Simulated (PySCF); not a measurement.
The system is F3VS, in a box.

```
CELL_PARAMETERS angstrom
12.00000 0.00000 0.00000
0.00000 12.00000 0.00000
0.00000 0.00000 12.00000
ATOMIC_POSITIONS crystal
F 0.51209 0.44095 0.61521
V 0.48725 0.50439 0.49006
F 0.37932 0.59663 0.50219
F 0.45768 0.40687 0.39046
S 0.62285 0.58710 0.44468
```

Program: PySCF 2.14.0. Alike in all runs: task atomic charges; potentials or basis 6-31g* (all-electron); no spin polarisation; cell as given; k mesh 1 × 1 × 1; smearing fixed.

Task: Order these runs on this cell by their band gap on the k mesh, lowest first.
A. level SVWN5
B. level X3LYP+D3; exxdiv ewald; three-body dispersion term no
C. level wB97X; exxdiv ewald

Result: A (2.85 eV), B (4.63 eV), C (9.42 eV).

Caveats: this is a molecule in a periodic box at the Γ point, so its band gap is the HOMO-LUMO gap; the basis of atomic orbitals isn't converged, which shifts pressures, moduli and gaps.

